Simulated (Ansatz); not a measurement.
**CH3Cl2STa: a ladder of functionals and wavefunction methods**

An exercise on one series of results from a longer session: the logs are not shown, and one member is left open.

Program: Ansatz 0.2.0, Gaussian basis. Level of theory: functionals in def2-TZVPP, the program's frozen cores in correlated methods. These are calculated values, not measurements.

Levels to be run: LDA (SPW92), PBE-D4, revPBE-D4, BLYP-D4, r2SCAN-D4, B97M-V, PBE0-D4, B3LYP-D4, r2SCANh-D4, r2SCAN0-D4, HSE06-D4, BHLYP-D4, CAM-B3LYP-D4, LC-ωPBE, ωB97X-V, ωB97M-V, B2PLYP, PBE-QIDH; CCSD(T)/def2-SVP; CCSD(T)/def2-TZVPP; MP2/def2-QZVPP; extrapolation to the limit; RPA on PBE.

### The geometry

All runs share one geometry, relaxed beforehand with PBE0-D4 in a triple-zeta def2 set. Ta takes the def2 core potential; no spin-orbit term is included.

8 atoms, charge 0, spin multiplicity 1.

Atoms are counted from 1 here; the program's logs count them from 0.

Bond lengths: C1–Ta2 2.123 Å, C1–H6 1.094 Å, C1–H7 1.094 Å, C1–H8 1.097 Å, Ta2–S3 2.143 Å, Ta2–Cl4 2.281 Å, Ta2–Cl5 2.281 Å. Angles: Ta2–C1–H6 110.8°, Ta2–C1–H7 110.8°, Ta2–C1–H8 109.1°, H6–C1–H7 107.9°, H6–C1–H8 109.1°, H7–C1–H8 109.1°, C1–Ta2–S3 103.6°, C1–Ta2–Cl4 106.9°, C1–Ta2–Cl5 106.9°, S3–Ta2–Cl4 111.1°, S3–Ta2–Cl5 111.1°, Cl4–Ta2–Cl5 116.3°.

The first run:

File in.yaml:

```yaml
crystal:
  periodic: [false, false, false]
  atoms:
    - {symbol: C, position_ang: [-0.763908, -0.250840, 0.803079]}
    - {symbol: Ta, position_ang: [0.660935, 0.209348, -0.701387]}
    - {symbol: S, position_ang: [2.339806, -1.024174, -0.199496]}
    - {symbol: Cl, position_ang: [-0.253807, -0.419463, -2.693523]}
    - {symbol: Cl, position_ang: [1.170070, 2.420851, -0.475962]}
    - {symbol: H, position_ang: [-1.019043, -1.314907, 0.784976]}
    - {symbol: H, position_ang: [-0.369376, -0.016934, 1.796734]}
    - {symbol: H, position_ang: [-1.672374, 0.339119, 0.629677]}
basis:
  gaussian: {orbitals: def2-TZVPP}
hamiltonian: {xc: lda}
output: {orbitals: {seedname: orbitals}}
```

Steps of the session up to this table: LDA; PBE-D4 (GGA); revPBE-D4 (GGA); BLYP-D4 (GGA); r2SCAN-D4 (meta-GGA); B97M-V (meta-GGA); PBE0-D4 (hybrid); B3LYP-D4 (hybrid); r2SCANh-D4 (hybrid); r2SCAN0-D4 (hybrid); HSE06-D4 (hybrid); BHLYP-D4 (hybrid); CAM-B3LYP-D4 (range-separated); LC-ωPBE-D4 (range-separated; the results give it without D4); ωB97X-V (range-separated); ωB97M-V (range-separated); B2PLYP (double hybrid); PBE-QIDH (double hybrid).

One table of the session follows, with a row left open; its other results are not shown here.

It belongs to the step «Frontier levels by functional». 

```
  functional  HOMO (eV)  LUMO (eV)  gap (eV)
 LDA (SPW92)      -6.97      -3.61      3.36
      PBE-D4      -6.81      -3.39      3.42
   revPBE-D4      -6.75      -3.31      3.45
     BLYP-D4      -6.61      -3.24      3.38
   r2SCAN-D4      -7.09      -3.28      3.82
      B97M-V      -7.10      -3.21      3.89
     PBE0-D4      -7.96      -2.58      5.38
    B3LYP-D4      -7.70      -2.77      4.93
  r2SCANh-D4          ?          ?         ?
  r2SCAN0-D4      -8.15      -2.50      5.64
    HSE06-D4      -7.56      -2.96      4.60
    BHLYP-D4      -8.91      -1.58      7.33
CAM-B3LYP-D4      -9.18      -1.47      7.71
     LC-ωPBE     -10.53      -0.39     10.14
     ωB97X-V     -10.19      -0.45      9.74
     ωB97M-V     -10.03      -0.48      9.55
```

Q: Estimate the row for r2SCANh-D4 from the others.

Worked estimate for «HOMO (eV)». Against the share of exact exchange, r2SCAN-D4 (0, -7.09), r2SCAN0-D4 (0.25, -8.15) give a slope of -4.24 per unit share; at 0.1 the line stands at -7.51.

As computed: HOMO (eV): -7.51; LUMO (eV): -2.97; gap (eV): 4.54. In «HOMO (eV)» the line misses by 0.00.
